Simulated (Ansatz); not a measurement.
**TiOs: stress in a strained cell**

Aim: deform TiOs (equal xx and yy strain of -1 %) and compute stress, forces and field gradients with LAPW, PAW and all-electron datasets made for the crystal.

Method: DFT PBEsol, scalar-relativistic, in Ansatz 0.2.0.

### Step 1. Starting point

Symmetry: Pm-3m, No. 221, cubic system. Conventional cell: a = 3.080 Å, b = 3.080 Å, c = 3.080 Å, α = 90.00°, β = 90.00°, γ = 90.00°. Around Ti (site symmetry m-3m) lie 8 Os at 2.67 Å. Os (site symmetry m-3m) has 8 Ti at 2.67 Å as nearest neighbours.

Structure file:

```xyz
2
Lattice="3.0800 0.0000 0.0000 0.0000 3.0800 0.0000 0.0000 0.0000 3.0800" Properties=species:S:1:pos:R:3 pbc="T T T"
Ti    1.5400    1.5400    1.5400
Os    0.0000    0.0000    0.0000
```

Atoms are numbered in the order of the input: Ti1, Os2.

### Step 2. After the deformation

Space group Pm-3m before, P4/mmm after.

### Step 3. LAPW, all electrons

The input, input.yaml:

```yaml
crystal:
  lattice:
    - [3.0492, 0.0, 0.0]
    - [0.0, 3.0492, 0.0]
    - [0.0, 0.0, 3.08]
  atoms:
    - { symbol: Ti, position: [0.5, 0.5, 0.5] }
    - { symbol: Os, position: [0.0, 0.0, 0.0] }
kpoints:
  mp_grid: { grid: [13, 13, 13] }
  band_path:
    path:
      - [0.0, 0.0, 0.0]
      - [0.0, 0.5, 0.0]
      - [0.5, 0.5, 0.0]
      - [0.0, 0.0, 0.0]
      - [0.0, 0.0, 0.5]
      - [0.0, 0.5, 0.5]
      - [0.5, 0.5, 0.5]
      - [0.0, 0.0, 0.5]
      - [0.0, 0.5, 0.0]
    npoints: 5
scf:
  occupations: { method: fermi_dirac, width: 0.03 }
hamiltonian:
  xc: pbesol
  pseudopotentials: { kind: all_electron, lapw: { basis_error: 0.0005 } }
output:
  forces: true
  stress: true
  eigenvalues: true
```

Run with:

```console
ansatz run input.yaml --threads 1 --pin off --max-ram 3072MiB --backend cpu --events-out ev --progress --plain --runs-dir out
```

### Step 4. PAW on the default files

The input, input.yaml:

```yaml
crystal:
  lattice:
    - [3.0492, 0.0, 0.0]
    - [0.0, 3.0492, 0.0]
    - [0.0, 0.0, 3.08]
  atoms:
    - { symbol: Ti, position: [0.5, 0.5, 0.5] }
    - { symbol: Os, position: [0.0, 0.0, 0.0] }
kpoints:
  mp_grid: { grid: [13, 13, 13] }
scf:
  occupations: { method: fermi_dirac, width: 0.03 }
hamiltonian:
  xc: pbesol
  pseudopotentials: { kind: paw }
output:
  forces: true
  stress: true
  eigenvalues: true
  efg: { contact_densities: true }
```

### Step 5. All-electron PAW on datasets made for the crystal

input.yaml: that of step 4 with these lines changed.

```diff
@@ -14,3 +14,3 @@
   xc: pbesol
-  pseudopotentials: { kind: paw }
+  pseudopotentials: { kind: all_electron, datasets: crystal }
 output:
```

(Steps that only read results are left out.)

What does the calculation give? Wanted: pressure; largest shear or deviatoric stress.

**Answer**, as computed:

```
                                 quantity                                           value
                                 pressure  LAPW 0.61, PAW 0.62, crystal datasets 0.61 GPa
largest shear or deviatoric stress (LAPW)                                        2.31 GPa
```

In words: The largest part of the stress beyond the pressure is 2.31 GPa in size, in the zz component; the atoms are carried along and not relaxed. No run of the undeformed cell stands beside it, so the pressure holds what the given cell had before the change. PAW: stress within 0.01 GPa of LAPW. Crystal datasets: stress within 0.01 GPa of LAPW. Spin-orbit coupling is left out, though the cell holds Os; in elements this heavy it can shift bands and gaps by tenths of an eV.
